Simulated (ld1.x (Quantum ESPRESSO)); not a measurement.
# An ultrasoft potential for cobalt, from input to tests

Aim: build the potential from the settings below, then test how well it stands in for the atom: other configurations, scattering, ghost states and the plane-wave cutoff that it needs.

Method: ld1.x (Quantum ESPRESSO) 7.5, PBE, scalar-relativistic.

## Step 1: The atom and the settings

Typed settings, in words:

| Property | Result |
| --- | --- |
| element | cobalt (Co, Z = 27) |
| type | ultrasoft |
| frozen core | [Ar] |
| valence charge | 9 |
| reference configuration | 3d7 4s1 4p1 |
| partial waves | 4s (bound): rcut 1.60, rcutus 2.20 bohr; 4s channel at 1.8 Ry: rcut 1.60, rcutus 2.20 bohr; 4p (bound): rcut 2.20, rcutus 2.75 bohr; 4p channel at 2.05 Ry: rcut 2.20, rcutus 2.75 bohr; 3d (bound): rcut 1.45, rcutus 1.65 bohr; 3d channel at 2.25 Ry: rcut 1.45, rcutus 1.65 bohr; 4f channel at -0.05 Ry: rcut 1.75, rcutus 2.25 bohr; 4f channel at 2 Ry: rcut 1.75, rcutus 2.25 bohr |
| local potential | all-electron potential smoothed inside 1.55 bohr (lloc = -1) |
| core correction | a·sin(br)/r model core, default radius (core density twice the valence density) |
| augmentation charge | built from norm-conserving waves at rcut, not smoothed further |

The outer shells as boxes (Hund's rule for the drawing; the calculation is spin-unpolarised):

```
[Ar] core
3d [↑↓][↑↓][↑ ][↑ ][↑ ]
4s [↑ ]
4p [↑ ][  ][  ]
```

## Step 2: The generation run

Input file Co.in:

```
 &input
   title='Co', zed=27., rel=1, dft='PBE', iswitch=3,
   config='[Ar] 3d7 4s1 4p1 4f-2',
   nld=4, rlderiv=3.00, eminld=-3.0, emaxld=5.0, deld=0.02
 /
 &inputp
   pseudotype=3, tm=.true., lloc=-1, rcloc=1.55,
   nlcc=.true.,
   file_pseudopw='Co.UPF', file_wfcaegen='ae.wfc', file_wfcncgen='nc.wfc', file_beta='beta', file_chi='chi', file_wfcusgen='us.wfc'
 /
8
4S  1  0   1.00   0.00  1.60  2.20  0.0
4S  1  0   0.00   1.80  1.60  2.20  0.0
4P  2  1   1.00   0.00  2.20  2.75  0.0
4P  2  1   0.00   2.05  2.20  2.75  0.0
3D  3  2   7.00   0.00  1.45  1.65  0.0
3D  3  2   0.00   2.25  1.45  1.65  0.0
4F  4  3  -2.00  -0.05  1.75  2.25  0.0
4F  4  3  -2.00   2.00  1.75  2.25  0.0
 &test
   configts(1)='3d7 4s1 4p1'
 /
```

Command:

```sh
$ ld1.x < Co.in > Co.out
```

What the program wrote to Co.out (without the banner and most projector matrices):

```text
     Program LD1 v.7.5
     --------------------------- All-electron run ----------------------------

     Co
     scalar relativistic calculation

     atomic number is 27.00
     dft =PBE   lsd =0 sic =0 latt =0  beta=0.20 tr2=1.0E-14
     Exchange-correlation= PBE
                           (   1   4   3   4   0   0   0)
     mesh =1193 r(mesh) =  99.89935 a.u. xmin = -7.00 dx = 0.01250
     1 Ry =  13.60569312 eV, c = 137.03599908

     n l     nl                  e(Ry)          e(Ha)          e(eV)
     1 0     1S 1( 2.00)      -558.2199      -279.1100     -7594.9688
     2 0     2S 1( 2.00)       -66.2053       -33.1027      -900.7695
     2 1     2P 1( 6.00)       -56.7199       -28.3600      -771.7137
     3 0     3S 1( 2.00)        -7.6633        -3.8317      -104.2649
     3 1     3P 1( 6.00)        -4.9613        -2.4807       -67.5022
     3 2     3D 1( 7.00)        -0.7359        -0.3680       -10.0128
     4 0     4S 1( 1.00)        -0.4867        -0.2434        -6.6223
     4 1     4P 1( 1.00)        -0.1558        -0.0779        -2.1191

     final scf error:  1.4E-15 reached in  29 iterations

     Etot =   -2785.975082 Ry,   -1392.987541 Ha,  -37905.122020 eV

     Ekin =    2821.947597 Ry,    1410.973799 Ha,   38394.553017 eV
     Encl =   -6670.647938 Ry,   -3335.323969 Ha,  -90758.788783 eV
     Eh   =    1181.238275 Ry,     590.619137 Ha,   16071.565474 eV
     Exc  =    -118.513016 Ry,     -59.256508 Ha,   -1612.451728 eV

     normalization and overlap integrals

     s(1S/1S) =  1.000000  <r> =   0.0562  <r2> =    0.0042  r(max) =   0.0366
     s(2S/2S) =  1.000000  <r> =   0.2555  <r2> =    0.0770  r(max) =   0.2131
     s(2P/2P) =  1.000000  <r> =   0.2250  <r2> =    0.0622  r(max) =   0.1723
     s(3S/3S) =  1.000000  <r> =   0.7738  <r2> =    0.6916  r(max) =   0.6648
     s(3P/3P) =  1.000000  <r> =   0.8162  <r2> =    0.7864  r(max) =   0.6816
     s(3D/3D) =  1.000000  <r> =   1.0585  <r2> =    1.5055  r(max) =   0.6648
     s(4S/4S) =  1.000000  <r> =   2.8088  <r2> =    9.1805  r(max) =   2.2629
     s(4P/4P) =  1.000000  <r> =   4.0803  <r2> =   19.9835  r(max) =   3.0931

     ------------------------ End of All-electron run ------------------------

     --------------------- Generating US pseudopotential ---------------------

      Generating local potential from pseudized AE potential:
      Matching radius rcloc =   1.5500

      Local pseudo, rcloc= 1.536 Estimated cut-off energy=    10.45 Ry

      Computing core charge for nlcc:

       r > 0.44 : true rho core
       r < 0.44 : rho core = a sin(br)/r    a=  24.67  b=   4.63

      Integrated core pseudo-charge :   9.74

      Wfc   4S  rcut= 1.615  Using Troullier-Martins method
      Wfc-us  4S rcutus= 2.180  Estimated cut-off energy=     9.23 Ry

      Wfc   4S  rcut= 1.615  Using Troullier-Martins method
      Wfc-us  4S rcutus= 2.180  Estimated cut-off energy=    13.83 Ry

      Wfc   4P  rcut= 2.180  Using Troullier-Martins method
      Wfc-us  4P rcutus= 2.730  Estimated cut-off energy=     9.87 Ry

      Wfc   4P  rcut= 2.180  Using Troullier-Martins method
      Wfc-us  4P rcutus= 2.730  Estimated cut-off energy=    17.06 Ry

      Wfc   3D  rcut= 1.461  Using Troullier-Martins method
      Wfc-us  3D rcutus= 1.656  Estimated cut-off energy=    42.69 Ry

      Wfc   3D  rcut= 1.461  Using Troullier-Martins method
      Wfc-us  3D rcutus= 1.656  Estimated cut-off energy=    36.03 Ry

      Wfc   4F  rcut= 1.740  Using Troullier-Martins method
      Wfc-us  4F rcutus= 2.235  Estimated cut-off energy=    27.64 Ry

      Wfc   4F  rcut= 1.740  Using Troullier-Martins method
      Wfc-us  4F rcutus= 2.235  Estimated cut-off energy=    29.33 Ry

     ------------------- End of pseudopotential generation -------------------

     [... the all-electron block is printed once more ...]


     Computing logarithmic derivative in   2.99796
     Computing logarithmic derivative in   2.99796
     Computing the partial wave expansion
     R is outside the sphere for l=    0 j= 0.00
     R is outside the sphere for l=    0 j= 0.00
     R is outside the sphere for l=    1 j= 0.00
     R is outside the sphere for l=    1 j= 0.00
     R is outside the sphere for l=    2 j= 0.00
     R is outside the sphere for l=    2 j= 0.00
     R is outside the sphere for l=    3 j= 0.00
     R is outside the sphere for l=    3 j= 0.00

     ---------------------- Testing the pseudopotential ----------------------

     Co
     scalar relativistic calculation

     atomic number is 27.00   valence charge is  9.00
     dft =PBE   lsd =0 sic =0 latt =0  beta=0.20 tr2=1.0E-14
     mesh =1193 r(mesh) =  99.89935 xmin = -7.00 dx = 0.01250

     n l     nl             e AE (Ry)        e PS (Ry)    De AE-PS (Ry)
     3 2     3D   1( 7.00)       -0.73593       -0.73593        0.00000
     1 0     4S   1( 1.00)       -0.48673       -0.48673        0.00000
     2 1     4P   1( 1.00)       -0.15575       -0.15575        0.00000

     eps = 6.8E-17  iter =  4

     Etot =   -2785.975082 Ry,   -1392.987541 Ha,  -37905.122020 eV
     Etotps =   -76.729939 Ry,     -38.364970 Ha,   -1043.964007 eV

     Ekin =      21.591359 Ry,      10.795680 Ha,     293.765409 eV
     Encl =    -138.011076 Ry,     -69.005538 Ha,   -1877.736345 eV
     Ehrt =      52.831251 Ry,      26.415626 Ha,     718.805791 eV
     Ecxc =     -34.752516 Ry,     -17.376258 Ha,    -472.832069 eV
     (Ecc =     -19.499231 Ry,      -9.749615 Ha,    -265.300550 eV)
     Epseu=      21.611042 Ry,      10.805521 Ha,     294.033208 eV

     ---------------------- End of pseudopotential test ----------------------
```

Wall time 1.4 s (1 thread of Neoverse-V2, shared host). (Generation and the later configuration tests together.)

All-electron and pseudo partial waves u(r) = r·R(r), from the program's wave files:

| r (bohr) | 3d AE | 3d PS |
| --- | --- | --- |
| 0.138 | 0.1620 | 0.0052 |
| 0.275 | 0.5172 | 0.0385 |
| 0.413 | 0.7914 | 0.1173 |
| 0.550 | 0.9268 | 0.2387 |
| 0.688 | 0.9559 | 0.3846 |
| 0.825 | 0.9221 | 0.5226 |
| 0.963 | 0.8574 | 0.6255 |
| 1.100 | 0.7817 | 0.6741 |
| 1.238 | 0.7038 | 0.6685 |
| 1.375 | 0.6299 | 0.6237 |
| 1.513 | 0.5610 | 0.5610 |
| 1.650 | 0.4991 | 0.4991 |
| 1.788 | 0.4430 | 0.4430 |
| 1.925 | 0.3934 | 0.3934 |
| 2.062 | 0.3493 | 0.3493 |
| 2.200 | 0.3099 | 0.3099 |
| 2.338 | 0.2750 | 0.2750 |
| 2.475 | 0.2442 | 0.2442 |
| 2.613 | 0.2168 | 0.2168 |
| 2.750 | 0.1927 | 0.1927 |
| 2.888 | 0.1711 | 0.1711 |
| 3.025 | 0.1521 | 0.1521 |
| 3.162 | 0.1352 | 0.1352 |
| 3.300 | 0.1201 | 0.1201 |
| 3.438 | 0.1066 | 0.1066 |
| 3.575 | 0.0948 | 0.0948 |

## Step 3: Testing the new file in other configurations

Input file Co.test.in:

```
 &input
   title='Co', zed=27., rel=1, dft='PBE', iswitch=2,
   config='[Ar] 3d7 4s1 4p1 4f-2'
 /
 &test
   file_pseudo='Co.UPF', nconf=8,
   configts(1)='3d7 4s1 4p1',
   configts(2)='3d7 4s2 4p0',
   configts(3)='3d7 4s1 4p0',
   configts(4)='3d7 4s0 4p0',
   configts(5)='3d8 4s0 4p0',
   configts(6)='3d6 4s2 4p1',
   configts(7)='3d7.5 4s1.5 4p0',
   configts(8)='3d8 4s1 4p0'
 /
```

Command:

```sh
$ ld1.x < Co.test.in > Co.test.out
```

Co.test.out, the pseudopotential blocks, each with the warnings that came before it:

```text
     ---------------------- Testing the pseudopotential ----------------------

     Co
     scalar relativistic calculation

     atomic number is 27.00   valence charge is  9.00
     dft =PBE   lsd =0 sic =0 latt =0  beta=0.20 tr2=1.0E-14
     mesh =1193 r(mesh) =  99.89935 xmin = -7.00 dx = 0.01250

     n l     nl             e AE (Ry)        e PS (Ry)    De AE-PS (Ry)
     3 2     3D   1( 7.00)       -0.73593       -0.73593        0.00000
     1 0     4S   1( 1.00)       -0.48673       -0.48673        0.00000
     2 1     4P   1( 1.00)       -0.15575       -0.15575        0.00000

     eps = 6.8E-17  iter =  4

     Etot =   -2785.975082 Ry,   -1392.987541 Ha,  -37905.122020 eV
     Etotps =   -76.729939 Ry,     -38.364970 Ha,   -1043.964007 eV

     Ekin =      21.591359 Ry,      10.795680 Ha,     293.765409 eV
     Encl =    -138.011076 Ry,     -69.005538 Ha,   -1877.736345 eV
     Ehrt =      52.831251 Ry,      26.415626 Ha,     718.805791 eV
     Ecxc =     -34.752516 Ry,     -17.376258 Ha,    -472.832069 eV
     (Ecc =     -19.499231 Ry,      -9.749615 Ha,    -265.300550 eV)
     Epseu=      21.611042 Ry,      10.805521 Ha,     294.033208 eV

     ---------------------- End of pseudopotential test ----------------------

     ---------------------- Testing the pseudopotential ----------------------

     Co
     [...]
     n l     nl             e AE (Ry)        e PS (Ry)    De AE-PS (Ry)
     3 2     3D   1( 7.00)       -0.60298       -0.59979       -0.00319
     1 0     4S   1( 2.00)       -0.40202       -0.40201       -0.00001
     2 1     4P   1( 0.00)       -0.09383       -0.09391        0.00008

     eps = 8.4E-15  iter = 13

     Etot =   -2786.294851 Ry,   -1393.147426 Ha,  -37909.472698 eV
     Etotps =   -77.049688 Ry,     -38.524844 Ha,   -1048.314410 eV
     dEtot_ae =      -0.319769 Ry
     dEtot_ps =      -0.319749 Ry,   Delta E=      -0.000020 Ry

     [...]
     ---------------------- End of pseudopotential test ----------------------

     ---------------------- Testing the pseudopotential ----------------------

     Co
     [...]
     n l     nl             e AE (Ry)        e PS (Ry)    De AE-PS (Ry)
     3 2     3D   1( 7.00)       -1.24646       -1.24165       -0.00481
     1 0     4S   1( 1.00)       -0.93803       -0.93843        0.00040
     2 1     4P   1( 0.00)       -0.54886       -0.54942        0.00055

     eps = 1.6E-15  iter =  7

     Etot =   -2785.631149 Ry,   -1392.815574 Ha,  -37900.442564 eV
     Etotps =   -76.385786 Ry,     -38.192893 Ha,   -1039.281564 eV
     dEtot_ae =       0.343934 Ry
     dEtot_ps =       0.344153 Ry,   Delta E=      -0.000220 Ry

     [...]
     ---------------------- End of pseudopotential test ----------------------

     ---------------------- Testing the pseudopotential ----------------------

     Co
     [...]
     n l     nl             e AE (Ry)        e PS (Ry)    De AE-PS (Ry)
     3 2     3D   1( 7.00)       -1.98916       -1.99030        0.00114
     1 0     4S   1( 0.00)       -1.53869       -1.54117        0.00248
     2 1     4P   1( 0.00)       -1.07841       -1.08085        0.00244

     eps = 1.9E-16  iter =  7

     Etot =   -2784.397424 Ry,   -1392.198712 Ha,  -37883.656885 eV
     Etotps =   -75.150740 Ry,     -37.575370 Ha,   -1022.477905 eV
     dEtot_ae =       1.577658 Ry
     dEtot_ps =       1.579199 Ry,   Delta E=      -0.001541 Ry

     [...]
     ---------------------- End of pseudopotential test ----------------------

     ---------------------- Testing the pseudopotential ----------------------

     Co
     [...]
     n l     nl             e AE (Ry)        e PS (Ry)    De AE-PS (Ry)
     3 2     3D   1( 8.00)       -0.89978       -0.81345       -0.08633  !
     1 0     4S   1( 0.00)       -0.82023       -0.83160        0.01137  !
     2 1     4P   1( 0.00)       -0.46842       -0.48258        0.01415  !

     eps = 1.0E-14  iter = 14

     Etot =   -2785.819239 Ry,   -1392.909620 Ha,  -37903.001666 eV
     Etotps =   -76.516971 Ry,     -38.258485 Ha,   -1041.066424 eV
     dEtot_ae =       0.155843 Ry
     dEtot_ps =       0.212968 Ry,   Delta E=      -0.057125 Ry

     [...]
     ---------------------- End of pseudopotential test ----------------------

     Warning: n=3, l=2 expected 0 nodes, found 1
     ---------------------- Testing the pseudopotential ----------------------

     Co
     [...]
     n l     nl             e AE (Ry)        e PS (Ry)    De AE-PS (Ry)
     3 2     3D   1( 6.00)       -1.11526       -1.24934        0.13408  !
     1 0     4S   1( 2.00)       -0.57203       -0.57743        0.00540  !
     2 1     4P   1( 1.00)       -0.19286       -0.18973       -0.00313

     eps = 6.4E-15  iter = 14

     Etot =   -2785.584838 Ry,   -1392.792419 Ha,  -37899.812478 eV
     Etotps =   -76.275693 Ry,     -38.137846 Ha,   -1037.783666 eV
     dEtot_ae =       0.390244 Ry
     dEtot_ps =       0.454247 Ry,   Delta E=      -0.064003 Ry

     [...]
     ---------------------- End of pseudopotential test ----------------------

     ---------------------- Testing the pseudopotential ----------------------

     Co
     [...]
     n l     nl             e AE (Ry)        e PS (Ry)    De AE-PS (Ry)
     3 2     3D   1( 7.50)       -0.44423       -0.40058       -0.04365  !
     1 0     4S   1( 1.50)       -0.35944       -0.36339        0.00395
     2 1     4P   1( 0.00)       -0.07538       -0.07873        0.00335

     eps = 1.9E-15  iter = 13

     Etot =   -2786.365447 Ry,   -1393.182723 Ha,  -37910.433198 eV
     Etotps =   -77.106875 Ry,     -38.553437 Ha,   -1049.092475 eV
     dEtot_ae =      -0.390364 Ry
     dEtot_ps =      -0.376935 Ry,   Delta E=      -0.013429 Ry

     [...]
     ---------------------- End of pseudopotential test ----------------------

     ---------------------- Testing the pseudopotential ----------------------

     Co
     [...]
     n l     nl             e AE (Ry)        e PS (Ry)    De AE-PS (Ry)
     3 2     3D   1( 8.00)       -0.31141       -0.25339       -0.05802  !
     1 0     4S   1( 1.00)       -0.32150       -0.33524        0.01374  !
     2 1     4P   1( 0.00)       -0.05948       -0.06835        0.00887  !

     eps = 5.1E-15  iter = 20

     Etot =   -2786.383253 Ry,   -1393.191627 Ha,  -37910.675469 eV
     Etotps =   -77.094041 Ry,     -38.547020 Ha,   -1048.917857 eV
     dEtot_ae =      -0.408171 Ry
     dEtot_ps =      -0.364101 Ry,   Delta E=      -0.044070 Ry

     [...]
     ---------------------- End of pseudopotential test ----------------------
```

Excitation and ionisation energies from 3d7 4s1 4p1, with the error of the potential. A star marks tests that logged a warning.

```tsv
valence configuration	charge	ΔE all-electron (eV)	error AE − PS (meV)
3d7 4s2 4p0	0	-4.351	-0.3
3d7 4s1 4p0	+1	4.679	-3.0
3d7 4s0 4p0	+2	21.465	-21
3d8 4s0 4p0	+1	2.120	-777
3d6 4s2 4p1 *	0	5.310	-871
3d7.5 4s1.5 4p0	0	-5.311	-183
3d8 4s1 4p0	0	-5.553	-600
```

## Step 4: Logarithmic derivatives

Taken from the files of the generation run. The phase is arctan(r·u′/u) with u = r·R, unwrapped, with energies in Ry. A pole is an energy at which the radial function vanishes at the test radius. The pseudo phase is shifted by a multiple of π to meet the all-electron one at the reference energy. Levels narrower than the energy grid can be missing from the poles. The last column is the largest difference on the grid between −1 and +1 Ry.

| channel | radius (bohr) | reference (Ry) | poles AE | poles PS | window around the reference with phases within 0.05 rad (Ry) | largest difference near zero (rad) |
| --- | --- | --- | --- | --- | --- | --- |
| s | 3.00 | -0.49 | 0.45 | 0.45, 2.79 | below 2.8 | 0.000 |
| p | 3.00 | -0.16 | 1.29 | 1.29 | below 3.6 | 0.001 |
| d | 3.00 | -0.74 | -0.69, 2.82 | -0.69, 4.21 | below 0.1 | 0.472 |
| f | 3.00 | -0.05 | 3.63 | 3.63 | the whole range | 0.000 |

Phases (rad) along the scan:

| E (Ry) | d AE | d PS | s AE | s PS |
| --- | --- | --- | --- | --- |
| -3.00 | 1.381 | 1.382 | 1.347 | 1.347 |
| -2.52 | 1.364 | 1.365 | 1.316 | 1.316 |
| -2.04 | 1.340 | 1.343 | 1.268 | 1.268 |
| -1.56 | 1.305 | 1.309 | 1.178 | 1.178 |
| -1.08 | 1.223 | 1.232 | 0.937 | 0.936 |
| -0.60 | -1.740 | -1.730 | -0.298 | -0.298 |
| -0.12 | -1.938 | -1.906 | -1.329 | -1.329 |
| 0.36 | -2.152 | -2.048 | -1.547 | -1.548 |
| 0.84 | -2.821 | -2.349 | -1.651 | -1.651 |
| 1.32 | -4.052 | -3.185 | -1.735 | -1.735 |
| 1.80 | -4.467 | -4.079 | -1.839 | -1.839 |
| 2.28 | -4.618 | -4.405 | -2.033 | -2.031 |
| 2.76 | -4.703 | -4.543 | -2.638 | -2.651 |
| 3.24 | -4.768 | -4.620 | -3.913 | -7.031 |
| 3.72 | -4.832 | -4.672 | -4.365 | -7.496 |
| 4.20 | -4.917 | -4.712 | -4.518 | -7.653 |
| 4.68 | -5.082 | -4.748 | -4.596 | -7.732 |

## Step 5: Cutoff and ghost test in a Bessel basis

A separate test, outside the generator: the pseudo-atom's Hamiltonian at the reference potential is diagonalised in spherical Bessel functions j_l(qr) that vanish at 20 bohr, with q² up to the cutoff.

Even at 400 Ry an occupied level stays 771 mRy from its reference, so no cutoffs are read; the levels have long settled, so the basis size isn't the cause: the level found isn't the valence state, or the test fails for this file. The basis also finds a d level at -1.51 Ry, below the valence levels, which may be a ghost. The ghost test is not conclusive.

## Step 6: Results

| quantity | value |
| --- | --- |
| cutoffs | not determined |
| bound ghosts | not determined |
| largest test error (AE − PS) | -871 meV, for 3d6 4s2 4p1 (this test logged a warning) |
| largest phase difference near zero energy, channels read | 0.472 rad |
| lowest eigenvalue of the overlap (Bessel basis) | 0.316 (f) |

**Reading.** By total energies transferability is poor: the largest error is 871 meV on 5.3 eV, for 3d6 4s2 4p1. Even at 400 Ry an occupied level stays 771 mRy from its reference, so no cutoffs are read; the levels have long settled, so the basis size isn't the cause: the level found isn't the valence state, or the test fails for this file. The basis also finds a d level at -1.51 Ry, below the valence levels, which may be a ghost. Ghosts could not be judged. Of the channels read, d scatters worst near zero energy, by up to 0.47 rad.
